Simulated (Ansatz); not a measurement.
## NbTe: relaxation of cell and atoms with revPBE

The system is NbTe.

```
CELL_PARAMETERS angstrom
3.70297 0.00000 0.00000
-1.85149 3.20687 0.00000
0.00000 0.00000 3.69421
ATOMIC_POSITIONS crystal
Te 0.66667 0.33333 0.00000
Nb 0.00000 0.00000 0.50000
```

The cell comes from a database or a generator and needn't be the stable form of this composition.

- Program: Ansatz 0.2.0
- Task: relaxation of cell and atoms
- Functional: revPBE
- Potentials or basis: Ansatz PAW
- Cutoff: 420 eV (not typed: the program's choice for these potentials)
- k mesh: 8 × 8 × 7
- Occupations: fermi-dirac, width 0.05 eV
- Spin: no spin polarisation

The relaxed volume is 22.08 Å³/atom, the relaxed cell is a = 3.703 Å, b = 3.703 Å, c = 3.718 Å, α = 90.00°, β = 90.00°, γ = 120.00° and the space group after relaxing (to 0.05 Å) is P-6m2 (No. 187). The energy gained by relaxing is 0.7 meV/atom and the ionic steps are 4. The pressure after relaxing is 0.0 GPa and the band gap on the k mesh is none (metal or under the smearing width).

The path:
```
step  energy change (eV)  largest force (eV/Å)  volume (Å³)
   1              0.0000                0.0000        43.87
   2             -0.0013                0.0000        44.13
   3             -0.0013                0.0000        44.16
   4             -0.0013                0.0000        44.16
```

Final structure:
```cif
data_structure
_symmetry_space_group_name_H-M 'P 1'
_symmetry_Int_Tables_number 1
_cell_length_a 3.7032
_cell_length_b 3.7032
_cell_length_c 3.7182
_cell_angle_alpha 90.000
_cell_angle_beta 90.000
_cell_angle_gamma 120.000
_cell_volume 44.16
loop_
_atom_site_label
_atom_site_type_symbol
_atom_site_fract_x
_atom_site_fract_y
_atom_site_fract_z
_atom_site_occupancy
Te1 Te 0.66667 0.33333 0.00000 1
Nb1 Nb 0.00000 0.00000 0.50000 1
```

Levels at points of the mesh, in eV from the Fermi level:
```tsv
k point	band 13	band 14	band 15	band 16	band 17	band 18
(0.00, 0.00, 0.00)	-2.97	-2.41	0.12	0.12	2.41	2.41
(0.00, -0.50, 0.00)	-2.60	-2.58	-0.21	1.24	1.51	2.96
```

Wall time 9.1 s on 2 threads of Arm Neoverse V2 (shared host), peak memory 0.35 GiB.

Caveat: the plane-wave basis is chosen anew once the cell has moved, so the energies of steps on either side of that aren't comparable; the PAW data sets come from PBE, with cores solved anew for the run's functional, which leaves a small shift of forces and pressure. The run has no spin-orbit coupling, so splittings on Te are missing.
